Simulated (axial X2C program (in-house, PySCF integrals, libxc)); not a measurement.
# A two-component session on YBr: properties at the nuclei

Wanted for YBr: properties at the nuclei, at the two-component level.

Program: an in-house X2C program for linear molecules on PySCF integrals. Level of theory: two-component X2C with atomic mean-field terms, Y dyall-cv3z, Br dyall-cv3z. These are calculated values, not measurements.

## 1. The job

task.json

```json
{
 "zs": [
  39,
  35
 ],
 "q": 0,
 "bas": [
  "dyall-cv3z",
  "dyall-cv3z"
 ],
 "r0": 2.77,
 "levels": [
  "PBE0",
  "HF",
  "B3LYP",
  "BP86",
  "LDA"
 ],
 "nst": 3
}
```

Keys: zs atomic numbers; q charge; bas basis sets; r0 starting distance in Å; levels methods (HF also brings MP2); nst determinants followed.

The run is started by

```bash
> python soeom.py task.json out
```

After this run come: Expectation values, lowest determinant; Expectation values, a higher determinant; Expectation values, a higher determinant.

What does the calculation give? Wanted: lowest determinant; qzz Y; qzz Br; μ; higher determinant; Eeff magnitude; Ws magnitude Y; A∥/gI Y (for each run or level that gives them).

As calculated:

| quantity | value |
| --- | --- |
| lowest determinant | Ω = 0 (closed shell) |
| qzz Y (a.u.), PBE0 | -2.01 |
| qzz Br (a.u.), PBE0 | 0.39 |
| μ (D), PBE0 | -2.50 |
| higher determinant | Ω = 1 (excess of +ω over −ω: ω = -1/2, ω = 3/2) |
| Eeff magnitude (GV/cm), PBE0, higher determinant | 2.45 |
| Ws magnitude Y (kHz), PBE0, higher determinant | 1.03 |
| A∥/gI Y (MHz), PBE0, higher determinant | -1010 |
| qzz Y (a.u.), PBE0, higher determinant | -0.59 |
| higher determinant | Ω = 3 (excess of +ω over −ω: ω = 1/2, ω = 5/2) |
| Eeff magnitude (GV/cm), PBE0, higher determinant | 2.43 |
| Ws magnitude Y (kHz), PBE0, higher determinant | 0.342 |
| A∥/gI Y (MHz), PBE0, higher determinant | 523 |
| qzz Y (a.u.), PBE0, higher determinant | -0.61 |

What this shows: The expectation values come from single determinants, which for open shells can mix terms of unlike spin or miss the lowest Ω, so a determinant need not be a state. Eeff is the effective electric field on the electron dipole moment in this Ω state and Ws the scalar–pseudoscalar constant (defined with the proton number Z and per Ω); A∥ is the parallel hyperfine constant, which follows by multiplying with the nuclear g factor gI = μI/(I μN); qzz is the electric field gradient, eQq0 = 234.96 MHz × Q/barn × qzz; μ is positive if Br is the positive end. The operators were transformed with the bare-nucleus X2C matrices.
